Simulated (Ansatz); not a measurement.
# WS: equation of state with PBE

Crystal: WS.

```xyz
2
Lattice="3.0079 0.0000 0.0000 0.0000 3.0079 0.0000 0.0000 0.0000 3.0079" Properties=species:S:1:pos:R:3 pbc="T T T"
W     1.5039    1.5039    1.5039
S     0.0000    0.0000    0.0000
```

The cell was built by a generator and needn't be a form met in nature.

```yaml
Program: Ansatz 0.2.0
Task: equation of state
Functional: PBE
Potentials_or_basis: all-electron LAPW, scalar-relativistic
Basis_error_allowed: 0.0005 eV/atom
k_mesh: 9 × 9 × 9
Occupations: fermi-dirac, width 0.05 eV
Spin: no spin polarisation
```

```
Equilibrium volume                      : 13.63 Å³/atom
Bulk modulus                            : 242 GPa
Pressure derivative of the bulk modulus : 4.7
```

Energy against volume, from the lowest point:
```
volume (Å³/atom)  energy (meV/atom)
          12.790              44.35
          13.063              19.54
          13.335               5.13
          13.607               0.00
          13.879               3.17
          14.151              13.75
          14.423              30.94
```

All runs of the series together: 58 s on 1 thread of Arm Neoverse V2, on a shared host.

Spin-orbit coupling is left out, which matters for the levels of W.
